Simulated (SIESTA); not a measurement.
NiMoIrPdW in SIESTA: convergence with real-space mesh cutoff

Crystal: NiMoIrPdW.

```
Ni Mo Pd Ir W
1.0
     4.11705    0.00000    0.00000
    -2.05853    3.56547    0.00000
     0.00000    0.00000    5.44580
Ni Mo Pd Ir W
1 1 1 1 1
Cartesian
  0.0000 0.0000 5.2157
  2.0585 1.1885 5.2367
  2.0585 1.1885 2.5211
  0.0000 2.3770 3.9521
  0.0000 2.3770 1.2875
```

The cell was built by a generator and needn't be a form met in nature.

```yaml
Program: SIESTA 5.4.2
Task: single point
Functional: PBE
Potentials_or_basis: PseudoDojo 0.4 standard (PBE files)
Basis: DZP (energy shift 0.003 Ry; two zetas on semicore shells)
Grid_cutoff: 100 Ry
Energy_shift: 0.003 Ry
k_mesh: 8 × 8 × 5
Occupations: fermi-dirac, width 0.05 eV
Spin: collinear spin, ferromagnetic start
Starting_moments: "[1.0, 1.0, 0.0, 0.6, 0.0] μB"
```

These are the settings of the first run; the series varies real-space mesh cutoff, with any setting tied to it.

Hardware: 4 MPI ranks on Arm Neoverse N1 (shared host).

Task: The values tried are 100 Ry, 150 Ry, 200 Ry, 300 Ry, 400 Ry, 500 Ry, 700 Ry, 900 Ry, 1200 Ry, loosest first. From which on does the largest force stay within 0.005 eV/Å of the tightest run that finished?

Result: From 200 Ry on.

```csv
real-space mesh cutoff,"energy less the tightest run, at zero smearing (meV/atom)",pressure (GPa),largest force (eV/Å),SCF cycles,CPU time (s)
100 Ry,-36.41,3.28,0.150,19,440
150 Ry,-9.17,2.81,0.142,19,470
200 Ry,-7.09,2.68,0.137,19,480
300 Ry,-1.96,2.70,0.131,19,530
400 Ry,-0.66,2.71,0.138,19,610
500 Ry,-0.60,2.69,0.132,19,650
700 Ry,-0.19,2.69,0.133,19,820
900 Ry,-0.04,2.68,0.135,19,1100
1200 Ry,0.00,2.67,0.134,19,1400
```

Against the tightest run, the energy stays within 1 meV/atom from 400 Ry on; the pressure stays within 0.1 GPa from 200 Ry on. Values are those asked for, which the program may round to a finer grid. The tightest run that finished is the yardstick and may itself not be fully converged.

Caveat, for the tightest run too: short orbitals over semicore shells can move pressures by several GPa; the basis of atomic orbitals isn't converged, which shifts pressures, moduli and gaps. The run has no spin-orbit coupling, so splittings on Ir, W are missing.
